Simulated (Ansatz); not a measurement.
# B3LYP/6-31G(d) (spherical functions) run of Si2H6O2 (SMILES O[SiH2][SiH2]O)

Aim: the vertical singlet–triplet gap of Si2H6O2 at B3LYP/6-31G* (spherical functions), from 2 runs. 

Program for the calculation: Ansatz 0.2.0.

48 further runs of the same task are left out: 48 set aside as unsound or not needed. Runs told in other sessions of the task aren't counted.

## Step 1: The molecule

Si2H6O2: 10 atoms, total charge 0, spin state singlet. SMILES: `O[SiH2][SiH2]O`. The shape is that of a PBE0-D4/def2-TZVP optimisation. This is one conformer, not always the lowest.

Bond lengths: O1–Si2 1.656 Å, Si2–Si3 2.357 Å, Si3–O4 1.656 Å, O1–H5 0.958 Å, Si2–H6 1.487 Å, Si2–H7 1.494 Å, Si3–H8 1.493 Å, Si3–H9 1.487 Å, O4–H10 0.958 Å. Some angles: O1–Si2–Si3 112.1°, Si2–Si3–O4 112.1°, O1–Si2–H6 105.4°, O1–Si2–H7 111.3°, Si3–Si2–H6 110.5°, Si3–Si2–H7 109.5°, Si2–O1–H5 117.4°, Si2–Si3–H8 109.5°, Si2–Si3–H9 110.5°, O4–Si3–H8 111.3°.

## Step 2: A single-point energy at B3LYP/6-31G(d) (spherical functions)

File job.yaml:

```yaml
crystal:
  periodic: [false, false, false]
  atoms:
    - {symbol: O, position_ang: [-1.023300, 1.887700, 1.029000]}
    - {symbol: Si, position_ang: [0.114300, 0.686000, 0.959700]}
    - {symbol: Si, position_ang: [-0.148600, -0.673600, -0.947700]}
    - {symbol: O, position_ang: [0.987200, -1.877000, -1.014900]}
    - {symbol: H, position_ang: [-1.013300, 2.545500, 0.332800]}
    - {symbol: H, position_ang: [-0.079100, -0.112900, 2.199100]}
    - {symbol: H, position_ang: [1.498300, 1.246700, 0.986300]}
    - {symbol: H, position_ang: [-1.533500, -1.232000, -0.975500]}
    - {symbol: H, position_ang: [0.047500, 0.124300, -2.187300]}
    - {symbol: H, position_ang: [0.975700, -2.534100, -0.318000]}
basis:
  gaussian:
    orbitals: 6-31G_st_-spherical.json
hamiltonian:
  xc: {name: B3LYP}
accuracy: high
output: {orbitals: {seedname: orbitals}}
```

The basis set 6-31G* is read from a file made from the Basis Set Exchange's data (not shown).

Launch:

```console
$ ansatz run job.yaml --threads 1 --pin off --max-ram 2610MiB --events-out events.jsonl --progress --plain --runs-dir runs
```

Log:

```text
Warning: RAYON_NUM_THREADS=1 ignored (pool sized by the plan → 1); use --threads N
Functional definition: B3LYP
  name "B3LYP"
  parameter a0 = 0.2
  parameter ax = 0.72
  parameter ac = 0.81
  exchange = (1 - a0 - ax)*slater_x + ax*b88_x + a0*exact_x
  correlation = (1 - ac)*vwn_rpa_c + ac*lyp_c
1719 factors; integrals over basis functions are off by at most 8.4e-9 eV
mean field evaluation 1: about -19940.3578 eV, gradient 6.8e1 eV
mean field evaluation 2: about -19923.0651 eV, gradient 1.2e2 eV
mean field evaluation 4: about -19948.1983 eV, gradient 1.8e0 eV
mean field evaluation 8: about -19948.4115 eV, gradient 1.9e-1 eV
mean field evaluation 16: about -19948.4116 eV, gradient 3.6e-6 eV
mean field -19948.41158595 eV, -733.0906042646 hartree, gradient 5.3e-8 eV, S^2 0.000000; 0 other end points of the search recorded, 0 dependent functions left out
reference -19948.41163023 eV, -733.0906058918 hartree; 25, 25 occupied and 51, 51 virtual orbitals, 1719 factors
Total energy: -19948.41163023 eV, -733.0906058918 hartree
```

Run time: 8.1 s. Hardware: 1 thread of Arm Neoverse V1, shared host; peak memory 0.25 GiB.

## Step 3: The triplet

File molecule.yaml:

```yaml
crystal:
  periodic: [false, false, false]
  atoms:
    - {symbol: O, position_ang: [-1.023300, 1.887700, 1.029000]}
    - {symbol: Si, position_ang: [0.114300, 0.686000, 0.959700]}
    - {symbol: Si, position_ang: [-0.148600, -0.673600, -0.947700]}
    - {symbol: O, position_ang: [0.987200, -1.877000, -1.014900]}
    - {symbol: H, position_ang: [-1.013300, 2.545500, 0.332800]}
    - {symbol: H, position_ang: [-0.079100, -0.112900, 2.199100]}
    - {symbol: H, position_ang: [1.498300, 1.246700, 0.986300]}
    - {symbol: H, position_ang: [-1.533500, -1.232000, -0.975500]}
    - {symbol: H, position_ang: [0.047500, 0.124300, -2.187300]}
    - {symbol: H, position_ang: [0.975700, -2.534100, -0.318000]}
basis:
  gaussian:
    orbitals: 6-31G_st_-spherical.json
magnetization:
  spin_polarized: true
  initial_magnetization: 2
hamiltonian:
  xc: {name: B3LYP}
accuracy: high
output:
  orbitals: {seedname: orbitals}
```

The basis set 6-31G* is read from a file made from the Basis Set Exchange's data (not shown).

Launch:

```console
$ ansatz run molecule.yaml --threads 1 --pin off --max-ram 2610MiB --events-out events.jsonl --progress --plain --runs-dir runs
```

Log, shortened:

```text
Warning: RAYON_NUM_THREADS=1 ignored (pool sized by the plan → 1); use --threads N
[... 7 set-up lines as earlier in the session ...]
1719 factors; integrals over basis functions are off by at most 8.4e-9 eV
mean field evaluation 1: about -19935.0558 eV, gradient 4.9e1 eV
mean field evaluation 2: about -19903.1516 eV, gradient 1.0e2 eV
mean field evaluation 4: about -19943.3564 eV, gradient 3.8e0 eV
mean field evaluation 8: about -19943.6828 eV, gradient 1.9e-1 eV
mean field evaluation 16: about -19943.6831 eV, gradient 2.3e-4 eV
mean field evaluation 32: about -19943.6831 eV, gradient 1.0e-8 eV
mean field -19943.68314977 eV, -732.9168374402 hartree, gradient 1.0e-8 eV, S^2 2.003466; 0 other end points of the search recorded, 0 dependent functions left out
reference -19943.68319503 eV, -732.9168391035 hartree; 26, 24 occupied and 50, 52 virtual orbitals, 1719 factors
Total energy: -19943.68319503 eV, -732.9168391035 hartree
```

It took 19 s on 1 thread of Arm Neoverse V1, shared host; peak memory 0.38 GiB.

## Step 4: Outcome

At B3LYP/6-31G* (spherical functions):

```
                                        quantity          value
                           singlet: total energy  -733.09061 Eh
                            singlet: HOMO energy       -7.03 eV
                            singlet: LUMO energy       -0.79 eV
                          singlet: HOMO–LUMO gap        6.24 eV
                           triplet: total energy  -732.91684 Eh
     triplet: HOMO energy (highest over α and β)       -2.62 eV
                                   triplet: ⟨S²⟩          2.003
vertical energy of the triplet above the singlet       4.728 eV
```

What this shows: At this shape the triplet lies 4.73 eV (109 kcal/mol) above the singlet.
